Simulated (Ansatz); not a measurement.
Debugging a convergence test of the plane-wave cutoff of InSb3, space group Fm-3m (Ansatz's Python interface).

Typed at the interpreter:
```pycon
>>> from dataclasses import dataclass
>>> import csv
>>> import warnings
>>> import ansatz as az
>>> @dataclass(frozen=True)
... class Options:
...     functional: str = "pbe"
...     filling: str = "fixed"
...
>>> settings = Options()
>>> warnings.simplefilter("ignore", az.DeckWarning)
>>> structure = (
...     az.Lattice.of((0.0, 3.794555, 3.794555), (3.794555, 0.0, 3.794555), (3.794555, 3.794555, 0.0))
...     .atom("In", (0.0, 0.0, 0.0))
...     .atom("Sb", (0.25, 0.25, 0.25))
...     .atom("Sb", (0.75, 0.75, 0.75))
...     .atom("Sb", (0.5, 0.5, 0.5))
... )
>>> base = (
...     structure.calculation()
...     .functional(settings.functional)
...     .kpoints(5, center="monkhorst-pack")
...     .occupations(settings.filling)
...     .stress()
... )
>>> rows = []
>>> for value in [250, 325, 400, 475, 550]:
...     report = base.basis(value).run(threads=1).report
...     rows.append((value, report["free_energy_ev"] / len(report["lattice"]["sites"]), report["n_iterations"], sum(report["stress_gpa"][i][i] for i in range(3)) / 3, report["n_pw"]))
...
RunWarning: iter 1: σ=0 fill of 29 bands saw a band overlap (occupied 11.3811 eV > unoccupied 8.6549 eV) — on an unconverged iterate often a transient of an unconverged empty band; one that stands at [...]
RunWarning: a fill by count may have filled part of one level: at k-index 3 the highest filled band, 9.971686 eV, and the lowest empty band, 9.971686 eV, stand 1.776e-15 eV apart, within the solve's [...]
RunWarning: the bands overlap at the fill by count (29 filled at each k-point of a channel): the highest filled level, 11.403821 eV at k-index 9, stands 2.7445 eV over the lowest empty one, 8.659368 [...]
>>> with open("ecut.csv", "w", newline="") as handle:
...     writer = csv.writer(handle)
...     writer.writerow(["cutoff (eV)", "F/atom (eV)", "iterations", "P (GPa)", "plane waves"])
...     writer.writerows([round(v, 5) if isinstance(v, float) else v for v in row] for row in rows)
...
56
>>> # the last row is the reference
>>> for row in rows[:-1]:
...     shift = 1000 * (row[1] - rows[-1][1])
...     print(f"{row[0]}: {shift:+.2f} meV/atom" + ("  (within 1 meV)" if abs(shift) < 1 else ""))
...
250: +1057.09 meV/atom
325: +20.84 meV/atom
400: +1.81 meV/atom
475: +0.28 meV/atom  (within 1 meV)
```

No error stopped it. What is wrong with the input all the same?

The fault: fixed occupations, though the bands overlap at this level of theory. The correction:

```diff
--- before
+++ after
@@
     functional: str = "pbe"
-    filling: str = "fixed"
+    filling: str = "fermi_dirac"
+    width_ev: float = 0.05
 
@@
     .kpoints(5, center="monkhorst-pack")
-    .occupations(settings.filling)
+    .occupations(settings.filling, width=settings.width_ev)
     .stress()
```

Interactive session:
```pycon
[earlier lines as before]
>>> @dataclass(frozen=True)
... class Options:
...     functional: str = "pbe"
...     filling: str = "fermi_dirac"
...     width_ev: float = 0.05
...
>>> settings = Options()
>>> warnings.simplefilter("ignore", az.DeckWarning)
>>> structure = (
...     az.Lattice.of((0.0, 3.794555, 3.794555), (3.794555, 0.0, 3.794555), (3.794555, 3.794555, 0.0))
...     .atom("In", (0.0, 0.0, 0.0))
...     .atom("Sb", (0.25, 0.25, 0.25))
...     .atom("Sb", (0.75, 0.75, 0.75))
...     .atom("Sb", (0.5, 0.5, 0.5))
... )
>>> base = (
...     structure.calculation()
...     .functional(settings.functional)
...     .kpoints(5, center="monkhorst-pack")
...     .occupations(settings.filling, width=settings.width_ev)
...     .stress()
... )
>>> rows = []
>>> for value in [250, 325, 400, 475, 550]:
...     report = base.basis(value).run(threads=1).report
...     rows.append((value, report["free_energy_ev"] / len(report["lattice"]["sites"]), report["n_iterations"], sum(report["stress_gpa"][i][i] for i in range(3)) / 3, report["n_pw"]))
...
>>> with open("ecut.csv", "w", newline="") as handle:
...     writer = csv.writer(handle)
...     writer.writerow(["cutoff (eV)", "F/atom (eV)", "iterations", "P (GPa)", "plane waves"])
...     writer.writerows([round(v, 5) if isinstance(v, float) else v for v in row] for row in rows)
...
56
>>> # the last row is the reference
>>> for row in rows[:-1]:
...     shift = 1000 * (row[1] - rows[-1][1])
...     print(f"{row[0]}: {shift:+.2f} meV/atom" + ("  (within 1 meV)" if abs(shift) < 1 else ""))
...
250: +1057.30 meV/atom
325: +20.84 meV/atom
400: +1.82 meV/atom
475: +0.29 meV/atom  (within 1 meV)
```

File `ecut.csv` afterwards:
```csv
cutoff (eV),F/atom (eV),iterations,P (GPa),plane waves
250,-6261.61946,6,-0.68726,941
325,-6262.65592,8,-0.07987,1459
400,-6262.67494,6,-0.07943,1989
475,-6262.67647,6,-0.08262,2637
550,-6262.67676,6,-0.0843,3143
```

Reading the output:
- The mesh is modest for a metal, so energies can be off by several to tens of meV an atom and pressures by half a GPa or more; differences at equal mesh fare better.
- Pressure is positive in compression.
- The structure comes from a database of computed cells and needn't be a stable or known phase.
- Shifts are counted from the last row, which is itself no proven limit.
- The script silences the warnings on its input, which a real study should read.
- Finished in 8 s on 1 thread of Intel(R) Xeon(R) Gold 6455B (Sapphire Rapids), on a shared host, peak memory 0.5 GiB.
